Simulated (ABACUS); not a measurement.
HfO2: single point with PBEsol

HfO2:

```
Hf O
1.0
     0.00000    2.55750    2.55750
     2.55750    0.00000    2.55750
     2.55750    2.55750    0.00000
Hf O
1 2
Direct
  0.00000 0.00000 0.00000
  0.75000 0.75000 0.75000
  0.25000 0.25000 0.25000
```

Measurements of this composition are mostly on another form, of space group No. 14.

```yaml
Program: ABACUS 3.10.1
Task: single point
Functional: PBEsol
Potentials_or_basis: PseudoDojo NC SR 0.4.1 PBEsol standard
Cutoff: 1143 eV
Density_cutoff: 4572 eV
Basis: plane waves
k_mesh: 9 × 9 × 9
Occupations: fermi-dirac, width 0.05 eV
Spin: no spin polarisation
```

The pressure is -13.2 GPa and the band gap on the k mesh is 3.75 eV, indirect (least direct gap 3.87 eV).

Levels at points of the mesh, in eV from the valence-band top:
```tsv
k point	band 9	band 10	band 11	band 12	band 13	band 14	band 15
(0.00, 0.00, 0.00)	-5.18	-0.55	-0.55	-0.55	3.83	3.83	5.52
```

It took 7.1 s on 4 MPI ranks on Intel(R) Xeon(R) Platinum 8488C (Sapphire Rapids), on a shared host, peak memory 0.36 GiB a rank.

Caveat: spin-orbit coupling is left out, which moves the levels of the heavy elements; an odd mesh through Γ misses points on the zone boundary, where band edges often lie.
